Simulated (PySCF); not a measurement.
# C₂H₈BNSi: core binding energies at several levels of theory, part 3 of 3

PySCF 2.14.0. Atoms count from 0. The steps go on from the part before.

### Step 8. Core holes by ΔSCF: SCAN, X2C

Job settings and geometry (Å):

```
{"job": {"kind": "xps", "basis": "def2-TZVP"}, "charge": 0, "multiplicity": 1}
C      2.109356    -1.380468    -0.614675
C      1.698093    -0.289710    -0.248789
Si     0.794657     1.252869     0.294561
B     -1.086232     0.588549     0.669356
N     -1.342129    -0.647535    -0.347041
H      2.534937    -2.316118    -0.933241
H      0.996659     2.221269    -0.837293
H      1.538620     1.811648     1.467234
H     -1.965283     1.414427     0.484923
H     -1.107916     0.113307     1.795124
H     -2.134503    -1.219021    -0.052183
H     -0.503345    -1.242735    -0.391152
H     -1.528335    -0.325982    -1.298167
```

Method: delta-SCF UKS SCAN, def2-TZVP on the ionised atom, pcseg-1 elsewhere, spin-free X2C.

Log:

```text
ground state, core basis on atom 0 (C), 131 functions
  cycle   1  E = -450.48685573  |g| = 5.10e-01
  cycle   2  E = -450.42912364  |g| = 6.68e-01
  cycle   3  E = -450.54627933  |g| = 2.94e-01
  cycle   4  E = -450.56917078  |g| = 4.66e-02
  cycle   5  E = -450.56979150  |g| = 1.42e-02
  cycle   6  E = -450.56985481  |g| = 4.36e-03
  cycle   7  E = -450.56985876  |g| = 1.59e-03
  cycle   8  E = -450.56985862  |g| = 3.38e-04
  E(ground) = -450.60918888 Eh
hole in C 1s of atom 0
  cycle   1  E = -439.32746851  |g| = 1.46e+00
  cycle   2  E = -435.24420095  |g| = 2.38e+00
  cycle   3  E = -439.27030971  |g| = 9.17e-01
  cycle   4  E = -439.67560596  |g| = 6.57e-01
  cycle   5  E = -439.83669705  |g| = 3.36e-01
  cycle   6  E = -439.89183836  |g| = 7.49e-02
  cycle   7  E = -439.89568168  |g| = 2.24e-02
  cycle   8  E = -439.89621730  |g| = 9.72e-03
  cycle   9  E = -439.89639554  |g| = 7.38e-03
  cycle  10  E = -439.89649419  |g| = 4.69e-03
  cycle  11  E = -439.89654407  |g| = 2.01e-03
  cycle  12  E = -439.89654972  |g| = 7.54e-04
  cycle  13  E = -439.89655033  |g| = 2.63e-04
  E(ion) = -439.93460301 Eh   <S^2> = 0.8298   hole on atom = 1.000   binding energy = 290.470 eV
ground state, core basis on atom 1 (C), 131 functions
  cycle   1  E = -450.57020386  |g| = 3.89e-02
  cycle   2  E = -450.56741613  |g| = 1.09e-01
  cycle   3  E = -450.57057699  |g| = 6.53e-03
  cycle   4  E = -450.57059228  |g| = 1.12e-03
  cycle   5  E = -450.57059193  |g| = 3.97e-04
  E(ground) = -450.60980161 Eh
hole in C 1s of atom 1
  cycle   1  E = -439.33566028  |g| = 1.47e+00
  cycle   2  E = -435.00848139  |g| = 2.48e+00
  cycle   3  E = -439.19528900  |g| = 9.44e-01
  cycle   4  E = -439.65102180  |g| = 7.13e-01
  cycle   5  E = -439.85531524  |g| = 2.85e-01
  cycle   6  E = -439.89328563  |g| = 6.99e-02
  cycle   7  E = -439.89714487  |g| = 1.63e-02
  cycle   8  E = -439.89757791  |g| = 9.97e-03
  cycle   9  E = -439.89781279  |g| = 7.60e-03
  cycle  10  E = -439.89797836  |g| = 5.11e-03
  cycle  11  E = -439.89807776  |g| = 2.26e-03
  cycle  12  E = -439.89809131  |g| = 1.17e-03
  cycle  13  E = -439.89809598  |g| = 6.44e-04
  cycle  14  E = -439.89809672  |g| = 4.06e-04
  E(ion) = -439.93612072 Eh   <S^2> = 0.8545   hole on atom = 1.000   binding energy = 290.446 eV
ground state, core basis on atom 2 (Si), 133 functions
  cycle   1  E = -450.59182085  |g| = 4.62e-02
  cycle   2  E = -450.59027069  |g| = 8.32e-02
  cycle   3  E = -450.59186444  |g| = 3.09e-02
  cycle   4  E = -450.59211650  |g| = 1.98e-03
  cycle   5  E = -450.59211606  |g| = 5.79e-04
  cycle   6  E = -450.59211654  |g| = 2.44e-04
  E(ground) = -450.58946270 Eh
hole in Si 1s of atom 2
  cycle   1  E = -381.67543127  |g| = 2.95e+00
  cycle   2  E = -381.63064496  |g| = 1.73e+00
  cycle   3  E = -381.90924357  |g| = 1.05e+00
  cycle   4  E = -382.48278285  |g| = 4.93e-01
  cycle   5  E = -382.60167668  |g| = 1.56e-01
  cycle   6  E = -382.61537327  |g| = 3.63e-02
  cycle   7  E = -382.61621089  |g| = 8.26e-03
  cycle   8  E = -382.61625301  |g| = 2.62e-03
  cycle   9  E = -382.61625665  |g| = 1.18e-03
  cycle  10  E = -382.61625758  |g| = 5.58e-04
  cycle  11  E = -382.61625847  |g| = 2.88e-04
  E(ion) = -382.62173275 Eh   <S^2> = 0.7521   hole on atom = 1.000   binding energy = 1849.496 eV
hole in Si 2p of atom 2
  cycle   1  E = -446.35172911  |g| = 1.19e+00
  cycle   2  E = -446.06463093  |g| = 1.12e+00
  cycle   3  E = -446.38481800  |g| = 7.02e-01
  cycle   4  E = -446.65046804  |g| = 2.12e-01
  cycle   5  E = -446.67202733  |g| = 6.71e-02
  cycle   6  E = -446.67447531  |g| = 1.95e-02
  cycle   7  E = -446.67472243  |g| = 4.12e-03
  cycle   8  E = -446.67473150  |g| = 1.38e-03
  cycle   9  E = -446.67473301  |g| = 5.71e-04
  cycle  10  E = -446.67473202  |g| = 1.79e-04
  E(ion) = -446.68448047 Eh   <S^2> = 0.7517   hole on atom = 1.003   binding energy = 106.260 eV
  2p3/2 = 106.101 eV   2p1/2 = 106.716 eV
ground state, core basis on atom 3 (B), 131 functions
  cycle   1  E = -450.56030001  |g| = 3.00e-02
  cycle   2  E = -450.56022165  |g| = 2.83e-02
  cycle   3  E = -450.56045020  |g| = 8.67e-03
  cycle   4  E = -450.56046264  |g| = 6.51e-03
  cycle   5  E = -450.56047397  |g| = 8.69e-04
  cycle   6  E = -450.56047514  |g| = 1.96e-04
  E(ground) = -450.59969138 Eh
hole in B 1s of atom 3
  cycle   1  E = -443.00025211  |g| = 1.15e+00
  cycle   2  E = -441.31867664  |g| = 1.79e+00
  cycle   3  E = -443.25420889  |g| = 5.04e-01
  cycle   4  E = -443.37231567  |g| = 2.83e-01
  cycle   5  E = -443.38823269  |g| = 2.22e-01
  cycle   6  E = -443.41421809  |g| = 6.40e-02
  cycle   7  E = -443.41632614  |g| = 1.10e-02
  cycle   8  E = -443.41638719  |g| = 5.46e-03
  cycle   9  E = -443.41641113  |g| = 2.07e-03
  cycle  10  E = -443.41641809  |g| = 7.14e-04
  cycle  11  E = -443.41641769  |g| = 2.80e-04
  E(ion) = -443.45782424 Eh   <S^2> = 0.7685   hole on atom = 1.000   binding energy = 194.340 eV
ground state, core basis on atom 4 (N), 131 functions
  cycle   1  E = -450.57787010  |g| = 1.50e-02
  cycle   2  E = -450.57784648  |g| = 1.55e-02
  cycle   3  E = -450.57790952  |g| = 4.76e-03
  cycle   4  E = -450.57790709  |g| = 4.29e-03
  cycle   5  E = -450.57791266  |g| = 7.56e-04
  cycle   6  E = -450.57791420  |g| = 1.29e-04
  E(ground) = -450.61460723 Eh
hole in N 1s of atom 4
  cycle   1  E = -434.90360169  |g| = 1.80e+00
  cycle   2  E = -429.84075643  |g| = 3.02e+00
  cycle   3  E = -435.11156008  |g| = 7.56e-01
  cycle   4  E = -435.38683755  |g| = 5.02e-01
  cycle   5  E = -435.55770456  |g| = 1.20e-01
  cycle   6  E = -435.56272262  |g| = 9.04e-02
  cycle   7  E = -435.56647917  |g| = 4.68e-02
  cycle   8  E = -435.56766851  |g| = 4.38e-03
  cycle   9  E = -435.56768326  |g| = 1.52e-03
  cycle  10  E = -435.56768462  |g| = 7.40e-04
  cycle  11  E = -435.56768461  |g| = 2.89e-04
  E(ion) = -435.60370717 Eh   <S^2> = 0.7642   hole on atom = 1.000   binding energy = 408.467 eV
```

Wall time 41 s (1 thread of Arm Neoverse V1, shared host); peak memory 0.51 GiB.

Binding energies by hole, beside the orbital energy of the ground state; the difference holds orbital relaxation and, for a density functional, its self-interaction error:

```tsv
hole	stands for	environment	ΔSCF (eV; 2p as the shell's mean)	−ε (eV)	⟨S²⟩
C1s on C0	C0	terminal alkyne carbon	290.47	273.5	0.830
C1s on C1	C1	alkyne carbon	290.45 (doubtful)	273.3	0.855
Si1s on Si2	Si2	silicon bonded to C, B, 2 H	1849.50	1793.5	0.752
Si2p on Si2	Si2	silicon bonded to C, B, 2 H	106.31	95.5	0.752
B1s on B3	B3	boron bonded to N, Si, 2 H	194.34	178.8	0.769
N1s on N4	N4	donor nitrogen of a Lewis adduct	408.47	388.3	0.764
```

Doubtful: the ion did not converge, its hole moved, or its ⟨S²⟩ is well above 0.75.

With the spin-orbit splitting: Si2 2p3/2 106.10, 2p1/2 106.72 eV. The table gives each 2p level as the mean over the whole 2p shell (two parts 2p3/2, one part 2p1/2), which differs a little from the single hole in the log.

### Step 9. X-ray photoelectron lines: SCAN, non-relativistic

Settings changed since step 8:

```diff
@@ -1,2 +1,2 @@
-{"job": {"kind": "xps", "basis": "def2-TZVP"}, "charge": 0, "multiplicity": 1}
+{"job": {"kind": "xps", "x2c": false}, "charge": 0, "multiplicity": 1}
 C      2.109356    -1.380468    -0.614675
```

Method: delta-SCF UKS SCAN, pcX-2 on the ionised atom, pcseg-1 elsewhere, non-relativistic.

Log:

```text
ground state, core basis on atom 0 (C), 145 functions
  cycle   1  E = -449.87386026  |g| = 5.15e-01
  cycle   2  E = -449.81914255  |g| = 6.63e-01
  cycle   3  E = -449.93306164  |g| = 2.94e-01
  cycle   4  E = -449.95573260  |g| = 4.97e-02
  cycle   5  E = -449.95642051  |g| = 1.49e-02
  cycle   6  E = -449.95649094  |g| = 4.52e-03
  cycle   7  E = -449.95649686  |g| = 1.61e-03
  cycle   8  E = -449.95649669  |g| = 3.37e-04
  E(ground) = -449.99551023 Eh
hole in C 1s of atom 0
  cycle   1  E = -438.71614128  |g| = 1.50e+00
  cycle   2  E = -434.57376630  |g| = 2.56e+00
  cycle   3  E = -438.72224165  |g| = 8.92e-01
  cycle   4  E = -439.07597879  |g| = 6.83e-01
  cycle   5  E = -439.24295255  |g| = 3.35e-01
  cycle   6  E = -439.29963413  |g| = 6.67e-02
  cycle   7  E = -439.30250300  |g| = 2.10e-02
  cycle   8  E = -439.30299692  |g| = 9.86e-03
  cycle   9  E = -439.30316552  |g| = 7.43e-03
  cycle  10  E = -439.30326691  |g| = 4.52e-03
  cycle  11  E = -439.30330748  |g| = 2.00e-03
  cycle  12  E = -439.30331147  |g| = 8.01e-04
  cycle  13  E = -439.30331226  |g| = 2.26e-04
  E(ion) = -439.34127984 Eh   <S^2> = 0.8378   hole on atom = 1.000   binding energy = 289.916 eV
ground state, core basis on atom 1 (C), 145 functions
  cycle   1  E = -449.95662165  |g| = 5.26e-02
  cycle   2  E = -449.95413628  |g| = 1.03e-01
  cycle   3  E = -449.95678729  |g| = 2.55e-02
  cycle   4  E = -449.95696151  |g| = 3.76e-03
  cycle   5  E = -449.95696820  |g| = 5.61e-04
  cycle   6  E = -449.95696642  |g| = 1.52e-04
  E(ground) = -449.99591191 Eh
hole in C 1s of atom 1
  cycle   1  E = -438.72454312  |g| = 1.51e+00
  cycle   2  E = -434.30783883  |g| = 2.66e+00
  cycle   3  E = -438.64417728  |g| = 9.22e-01
  cycle   4  E = -439.03644273  |g| = 7.50e-01
  cycle   5  E = -439.26691503  |g| = 2.72e-01
  cycle   6  E = -439.30085366  |g| = 6.59e-02
  cycle   7  E = -439.30409215  |g| = 1.71e-02
  cycle   8  E = -439.30458660  |g| = 1.08e-02
  cycle   9  E = -439.30483715  |g| = 8.14e-03
  cycle  10  E = -439.30502878  |g| = 5.51e-03
  cycle  11  E = -439.30512516  |g| = 2.34e-03
  cycle  12  E = -439.30513536  |g| = 9.43e-04
  cycle  13  E = -439.30513712  |g| = 3.96e-04
  E(ion) = -439.34300882 Eh   <S^2> = 0.8674   hole on atom = 1.000   binding energy = 289.880 eV
ground state, core basis on atom 2 (Si), 156 functions
  cycle   1  E = -449.98897257  |g| = 3.20e-02
  cycle   2  E = -449.98782872  |g| = 6.88e-02
  cycle   3  E = -449.98909700  |g| = 1.26e-02
  cycle   4  E = -449.98913920  |g| = 2.41e-03
  cycle   5  E = -449.98913982  |g| = 4.93e-04
  E(ground) = -449.98718940 Eh
hole in Si 1s of atom 2
  cycle   1  E = -381.26031815  |g| = 4.32e+00
  cycle   2  E = -381.25815294  |g| = 2.14e+00
  cycle   3  E = -381.47209366  |g| = 1.17e+00
  cycle   4  E = -382.03436572  |g| = 6.99e-01
  cycle   5  E = -382.29207279  |g| = 2.05e-01
  cycle   6  E = -382.31425742  |g| = 5.06e-02
  cycle   7  E = -382.31567183  |g| = 1.78e-02
  cycle   8  E = -382.31587095  |g| = 4.15e-03
  cycle   9  E = -382.31587973  |g| = 1.60e-03
  cycle  10  E = -382.31588142  |g| = 6.12e-04
  cycle  11  E = -382.31588165  |g| = 2.95e-04
  E(ion) = -382.32096110 Eh   <S^2> = 0.7524   hole on atom = 1.000   binding energy = 1841.292 eV
hole in Si 2p of atom 2
  cycle   1  E = -445.75278988  |g| = 1.23e+00
  cycle   2  E = -445.47996520  |g| = 1.18e+00
  cycle   3  E = -445.81834343  |g| = 6.73e-01
  cycle   4  E = -446.05504464  |g| = 2.21e-01
  cycle   5  E = -446.07799278  |g| = 7.14e-02
  cycle   6  E = -446.08073676  |g| = 1.98e-02
  cycle   7  E = -446.08097915  |g| = 4.97e-03
  cycle   8  E = -446.08099240  |g| = 1.62e-03
  cycle   9  E = -446.08099422  |g| = 5.98e-04
  cycle  10  E = -446.08099548  |g| = 2.09e-04
  E(ion) = -446.09038692 Eh   <S^2> = 0.7519   hole on atom = 1.003   binding energy = 106.037 eV
  2p3/2 = 105.877 eV   2p1/2 = 106.497 eV
ground state, core basis on atom 3 (B), 145 functions
  cycle   1  E = -449.94544218  |g| = 3.97e-02
  cycle   2  E = -449.94536204  |g| = 2.75e-02
  cycle   3  E = -449.94555385  |g| = 1.29e-02
  cycle   4  E = -449.94559165  |g| = 7.16e-03
  cycle   5  E = -449.94560674  |g| = 1.43e-03
  cycle   6  E = -449.94560736  |g| = 2.75e-04
  E(ground) = -449.98535970 Eh
hole in B 1s of atom 3
  cycle   1  E = -442.38799996  |g| = 1.17e+00
  cycle   2  E = -440.60715713  |g| = 1.96e+00
  cycle   3  E = -442.68761437  |g| = 4.57e-01
  cycle   4  E = -442.76828500  |g| = 3.01e-01
  cycle   5  E = -442.79442258  |g| = 2.02e-01
  cycle   6  E = -442.81587728  |g| = 6.03e-02
  cycle   7  E = -442.81771558  |g| = 1.13e-02
  cycle   8  E = -442.81777379  |g| = 5.82e-03
  cycle   9  E = -442.81779720  |g| = 1.95e-03
  cycle  10  E = -442.81780080  |g| = 7.11e-04
  cycle  11  E = -442.81780275  |g| = 2.89e-04
  E(ion) = -442.85877032 Eh   <S^2> = 0.7721   hole on atom = 1.000   binding energy = 193.924 eV
ground state, core basis on atom 4 (N), 145 functions
  cycle   1  E = -449.96459253  |g| = 4.53e-02
  cycle   2  E = -449.96456686  |g| = 1.55e-02
  cycle   3  E = -449.96455162  |g| = 1.72e-02
  cycle   4  E = -449.96463297  |g| = 4.33e-03
  cycle   5  E = -449.96463849  |g| = 8.79e-04
  cycle   6  E = -449.96463865  |g| = 1.33e-04
  E(ground) = -450.00096350 Eh
hole in N 1s of atom 4
  cycle   1  E = -434.29548482  |g| = 1.85e+00
  cycle   2  E = -429.13242453  |g| = 3.20e+00
  cycle   3  E = -434.55561041  |g| = 7.28e-01
  cycle   4  E = -434.77419846  |g| = 5.30e-01
  cycle   5  E = -434.96951117  |g| = 1.13e-01
  cycle   6  E = -434.97471759  |g| = 7.58e-02
  cycle   7  E = -434.97674455  |g| = 5.33e-02
  cycle   8  E = -434.97829080  |g| = 4.54e-03
  cycle   9  E = -434.97830493  |g| = 1.68e-03
  cycle  10  E = -434.97830646  |g| = 8.03e-04
  cycle  11  E = -434.97830601  |g| = 2.99e-04
  E(ion) = -435.01424233 Eh   <S^2> = 0.7654   hole on atom = 1.000   binding energy = 407.809 eV
```

Wall time 42 s (1 thread of Arm Neoverse V1, shared host); peak memory 0.58 GiB.

Binding energies by hole, beside the orbital energy of the ground state; the difference holds orbital relaxation and, for a density functional, its self-interaction error:

```tsv
hole	stands for	environment	ΔSCF (eV; 2p as the shell's mean)	−ε (eV)	⟨S²⟩
C1s on C0	C0	terminal alkyne carbon	289.92	273.5	0.838
C1s on C1	C1	alkyne carbon	289.88 (doubtful)	273.3	0.867
Si1s on Si2	Si2	silicon bonded to C, B, 2 H	1841.29	1788.4	0.752
Si2p on Si2	Si2	silicon bonded to C, B, 2 H	106.08	95.4	0.752
B1s on B3	B3	boron bonded to N, Si, 2 H	193.92	178.7	0.772
N1s on N4	N4	donor nitrogen of a Lewis adduct	407.81	388.3	0.765
```

Doubtful: the ion did not converge, its hole moved, or its ⟨S²⟩ is well above 0.75. Rows just under that mark are hardly safer.

With the spin-orbit splitting: Si2 2p3/2 105.88, 2p1/2 106.50 eV. The table gives each 2p level as the mean over the whole 2p shell (two parts 2p3/2, one part 2p1/2), which differs a little from the single hole in the log.

### Step 10. What came out

What follows sums up all 3 parts.

| quantity | value |
| --- | --- |
| C1s binding energies, SCAN/pcX-2 (standing for 1 of 2 atoms) | C0 290.02 eV |
| Si1s binding energies, SCAN/pcX-2 | Si2 1845.64 eV |
| Si2p binding energies, SCAN/pcX-2 | Si2 106.04 eV |
| B1s binding energies, SCAN/pcX-2 | B3 193.97 eV |
| N1s binding energies, SCAN/pcX-2 | N4 408.02 eV |
| C1s binding energies, B3LYP/pcX-2 | C0 290.21, C1 290.13 eV |
| Si1s binding energies, B3LYP/pcX-2 | Si2 1844.27 eV |
| Si2p binding energies, B3LYP/pcX-2 | Si2 106.01 eV |
| B1s binding energies, B3LYP/pcX-2 | B3 194.20 eV |
| N1s binding energies, B3LYP/pcX-2 | N4 407.94 eV |
| C1s binding energies, PBE0/pcX-2 | C0 289.68, C1 289.65 eV |
| Si1s binding energies, PBE0/pcX-2 | Si2 1843.45 eV |
| Si2p binding energies, PBE0/pcX-2 | Si2 105.70 eV |
| B1s binding energies, PBE0/pcX-2 | B3 193.57 eV |
| N1s binding energies, PBE0/pcX-2 | N4 407.48 eV |
| C1s binding energies, PBE/pcX-2 | C0 289.20, C1 289.18 eV |
| Si1s binding energies, PBE/pcX-2 | Si2 1842.32 eV |
| Si2p binding energies, PBE/pcX-2 | Si2 105.39 eV |
| B1s binding energies, PBE/pcX-2 | B3 193.25 eV |
| N1s binding energies, PBE/pcX-2 | N4 407.08 eV |
| Si1s binding energies, HF/pcX-2 | Si2 1846.45 eV |
| Si2p binding energies, HF/pcX-2 | Si2 105.45 eV |
| B1s binding energies, HF/pcX-2 | B3 193.74 eV |
| N1s binding energies, HF/pcX-2 | N4 407.78 eV |
| C1s binding energies, SCAN/pcX-1 (standing for 1 of 2 atoms) | C0 290.07 eV |
| Si1s binding energies, SCAN/pcX-1 | Si2 1845.71 eV |
| Si2p binding energies, SCAN/pcX-1 | Si2 106.23 eV |
| B1s binding energies, SCAN/pcX-1 | B3 193.95 eV |
| N1s binding energies, SCAN/pcX-1 | N4 408.07 eV |
| C1s binding energies, SCAN/def2-TZVP (standing for 1 of 2 atoms) | C0 290.47 eV |
| Si1s binding energies, SCAN/def2-TZVP | Si2 1849.50 eV |
| Si2p binding energies, SCAN/def2-TZVP | Si2 106.31 eV |
| B1s binding energies, SCAN/def2-TZVP | B3 194.34 eV |
| N1s binding energies, SCAN/def2-TZVP | N4 408.47 eV |
| C1s binding energies, SCAN/pcX-2, non-relativistic (standing for 1 of 2 atoms) | C0 289.92 eV |
| Si1s binding energies, SCAN/pcX-2, non-relativistic | Si2 1841.29 eV |
| Si2p binding energies, SCAN/pcX-2, non-relativistic | Si2 106.08 eV |
| B1s binding energies, SCAN/pcX-2, non-relativistic | B3 193.92 eV |
| N1s binding energies, SCAN/pcX-2, non-relativistic | N4 407.81 eV |

**Reading.** Single values in the summary come from the first sound run of each kind (SCAN/pcX-2), which need not be the best level. At B3LYP/pcX-2: the C1s levels computed lie within 0.08 eV of one another, too close to rank. At PBE0/pcX-2: the C1s levels computed lie within 0.03 eV of one another, too close to rank. At PBE/pcX-2: the C1s levels computed lie within 0.01 eV of one another, too close to rank.
